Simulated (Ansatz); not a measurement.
**ZnBH6: one candidate of a structure search**

The task: take a trial cell of ZnBH6 to zero force and stress.

Method: DFT PBE, scalar-relativistic, plane waves, PAW, in Ansatz 0.2.0.

### Step 1. The starting structure

Symmetry: Fm-3m, No. 225, cubic system. Conventional cell: a = 7.409 Å, b = 7.409 Å, c = 7.409 Å, α = 90.00°, β = 90.00°, γ = 90.00°. Zn (site symmetry m-3m) is surrounded by 6 H at 1.85 Å. B (site symmetry m-3m) is surrounded by 6 H at 1.85 Å. Around H (site symmetry 4mm) lie 1 Zn at 1.85 Å and 1 B at 1.85 Å.

Structure file:

```
CELL_PARAMETERS angstrom
0.00000 3.70472 3.70472
3.70472 0.00000 3.70472
3.70472 3.70472 0.00000
ATOMIC_POSITIONS crystal
Zn 0.00000 0.00000 0.00000
B 0.50000 0.50000 0.50000
H 0.75000 0.25000 0.25000
H 0.25000 0.75000 0.75000
H 0.25000 0.75000 0.25000
H 0.75000 0.25000 0.75000
H 0.25000 0.25000 0.75000
H 0.75000 0.75000 0.25000
```

A structure generator made this guess: ordered mixture on the cation sites of rhenium trioxide (Fm-3m, No. 225). Its size is a rough estimate.

### Step 2. A first look at the guess

input.yaml

```yaml
crystal:
  lattice:
    - [0.0, 3.70472379, 3.70472379]
    - [3.70472379, 0.0, 3.70472379]
    - [3.70472379, 3.70472379, 0.0]
  atoms:
    - { symbol: Zn, position: [0.0, 0.0, 0.0] }
    - { symbol: B, position: [0.5, 0.5, 0.5] }
    - { symbol: H, position: [0.75, 0.25, 0.25] }
    - { symbol: H, position: [0.25, 0.75, 0.75] }
    - { symbol: H, position: [0.25, 0.75, 0.25] }
    - { symbol: H, position: [0.75, 0.25, 0.75] }
    - { symbol: H, position: [0.25, 0.25, 0.75] }
    - { symbol: H, position: [0.75, 0.75, 0.25] }
basis:
  ecutwfc: 420
kpoints:
  mp_grid: { grid: [4, 4, 4] }
hamiltonian:
  xc: pbe
scf:
  occupations: { method: gaussian, width: 0.1 }
  lower_state_search: "off"
output:
  forces: true
  stress: true
  eigenvalues: true
```

On the command line:

```sh
> ansatz run input.yaml --threads 1 --pin off --max-ram 2048MiB --backend cpu --events-out ev --progress --plain --runs-dir out
```

Further runs follow: a loose first relaxation; another rough relaxation; full relaxation.

Q: Predict the outcome of this session. Wanted: conventional cell; volume; energy over the elements; gap on the mesh.

As calculated:

| quantity | value |
| --- | --- |
| symmetry at the end (tolerance 0.05 Å) | space group Fm-3m (No. 225) |
| conventional cell | a = 6.264 Å, b = 6.264 Å, c = 6.264 Å, α = 90.00°, β = 90.00°, γ = 90.00° |
| volume | 7.68 Å³/atom |
| energy over the elements (uncorrected; H, N, O, F and Cl as molecules) | +0.37 eV/atom |
| gap on the mesh | none (metal) |

In words: The space group Fm-3m (No. 225) is kept, and the volume per atom shrinks by 39.6 % from the first guess. With a positive formation energy it can't be a ground state. No finished test with a distortion of lower symmetry is shown, so the end may be a saddle point.
